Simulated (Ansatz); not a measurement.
**AlH6O3P: a ladder of functionals and wavefunction methods**

The task here is to estimate one member of a computed series from the others.

The runs use Ansatz 0.2.0, Gaussian basis; functionals in def2-TZVPP, the program's frozen cores in correlated methods.

Plan: LDA (SPW92), PBE-D4, revPBE-D4, BLYP-D4, r2SCAN-D4, B97M-V, PBE0-D4, B3LYP-D4, r2SCANh-D4, r2SCAN0-D4, HSE06-D4, BHLYP-D4, CAM-B3LYP-D4, LC-ωPBE, ωB97X-V, ωB97M-V, B2PLYP, PBE-QIDH; CCSD(T)/def2-SVP; CCSD(T)/def2-TZVPP; MP2/def2-QZVPP; extrapolation to the limit; RPA on PBE.

## Structure used throughout

An earlier PBE0-D4 in a triple-zeta def2 set relaxation fixed the geometry.

SMILES `[OH][Al-]([OH])([OH])[PH3+]`, 11 atoms, charge 0, spin multiplicity 1.

Atoms are counted from 1 here; the program's logs count them from 0.

Bond lengths: O1–Al2 1.712 Å, O1–H6 0.955 Å, Al2–O3 1.712 Å, Al2–O4 1.712 Å, Al2–P5 2.544 Å, O3–H7 0.955 Å, O4–H8 0.955 Å, P5–H9 1.410 Å, P5–H10 1.410 Å, P5–H11 1.410 Å. Angles: Al2–O1–H6 120.8°, O1–Al2–O3 118.2°, O1–Al2–O4 118.2°, O1–Al2–P5 97.8°, O3–Al2–O4 118.2°, O3–Al2–P5 97.8°, O4–Al2–P5 97.8°, Al2–O3–H7 120.8°, Al2–O4–H8 120.8°, Al2–P5–H9 119.0°, Al2–P5–H10 119.1°, Al2–P5–H11 119.1°, H9–P5–H10 98.4°, H9–P5–H11 98.4°, H10–P5–H11 98.4°.

Coordinates:

```xyz
11

O    -1.7450    0.4170    0.9553
Al   -0.2896   -0.4535    0.7212
O     1.0287   -0.1184    1.7608
O    -0.3815   -2.0062    0.0060
P     0.5475    0.8169   -1.3178
H    -1.8426    1.0170    1.6924
H     1.6567   -0.8012    1.9896
H    -1.2275   -2.4060   -0.1876
H     0.8495    2.1881   -1.1931
H     1.7400    0.3996   -1.9429
H    -0.2707    0.8898   -2.4633
```

Set-up of the first run:

The input, in.yaml:

```yaml
crystal:
  periodic: [false, false, false]
  atoms:
    - {symbol: O, position_ang: [-1.745027, 0.416979, 0.955309]}
    - {symbol: Al, position_ang: [-0.289598, -0.453536, 0.721180]}
    - {symbol: O, position_ang: [1.028734, -0.118439, 1.760807]}
    - {symbol: O, position_ang: [-0.381540, -2.006233, 0.005958]}
    - {symbol: P, position_ang: [0.547495, 0.816876, -1.317775]}
    - {symbol: H, position_ang: [-1.842602, 1.016991, 1.692428]}
    - {symbol: H, position_ang: [1.656692, -0.801216, 1.989630]}
    - {symbol: H, position_ang: [-1.227473, -2.406044, -0.187646]}
    - {symbol: H, position_ang: [0.849478, 2.188111, -1.193089]}
    - {symbol: H, position_ang: [1.740008, 0.399620, -1.942864]}
    - {symbol: H, position_ang: [-0.270667, 0.889792, -2.463340]}
basis:
  gaussian: {orbitals: def2-TZVPP}
hamiltonian: {xc: lda}
output: {orbitals: {seedname: orbitals}}
```

Started as:

```sh
ansatz run in.yaml --threads 4 --pin off --events-out ev --progress --plain --max-ram 10444MiB
```

Among the steps run: LDA; PBE-D4 (GGA); revPBE-D4 (GGA); BLYP-D4 (GGA); r2SCAN-D4 (meta-GGA); B97M-V (meta-GGA); B3LYP-D4 (hybrid); r2SCANh-D4 (hybrid); r2SCAN0-D4 (hybrid); HSE06-D4 (hybrid); BHLYP-D4 (hybrid); CAM-B3LYP-D4 (range-separated); LC-ωPBE (range-separated); ωB97X-V (range-separated); ωB97M-V (range-separated); B2PLYP (double hybrid); PBE-QIDH (double hybrid).

One of the session's tables, all rows but one given; the rest of the session is left out.

It belongs to the step «Frontier levels by functional». 

| functional | HOMO (eV) | gap (eV) |
| --- | --- | --- |
| LDA (SPW92) | -6.62 | 5.60 |
| PBE-D4 | -6.44 | 5.56 |
| revPBE-D4 | -6.37 | 5.55 |
| BLYP-D4 | -6.35 | 5.60 |
| r2SCAN-D4 | ? | ? |
| B97M-V | -6.86 | 6.09 |
| PBE0-D4 | -7.96 | 8.00 |
| B3LYP-D4 | -7.74 | 7.55 |
| r2SCANh-D4 | -7.34 | 7.07 |
| r2SCAN0-D4 | -8.20 | 8.42 |
| HSE06-D4 | -7.56 | 7.22 |
| BHLYP-D4 | -9.40 | 10.32 |
| CAM-B3LYP-D4 | -9.40 | 10.46 |
| LC-ωPBE | -10.72 | 13.05 |
| ωB97X-V | -10.38 | 12.54 |
| ωB97M-V | -10.31 | 12.07 |

**Question.** Estimate the row for r2SCAN-D4.

Worked estimate for «HOMO (eV)». Against the share of exact exchange, r2SCANh-D4 (0.1, -7.34), r2SCAN0-D4 (0.25, -8.20) give a slope of -5.73 per unit share; at 0 the line stands at -6.77.

As computed: HOMO (eV): -6.76; gap (eV): 6.17. In «HOMO (eV)» the line misses by -0.01.
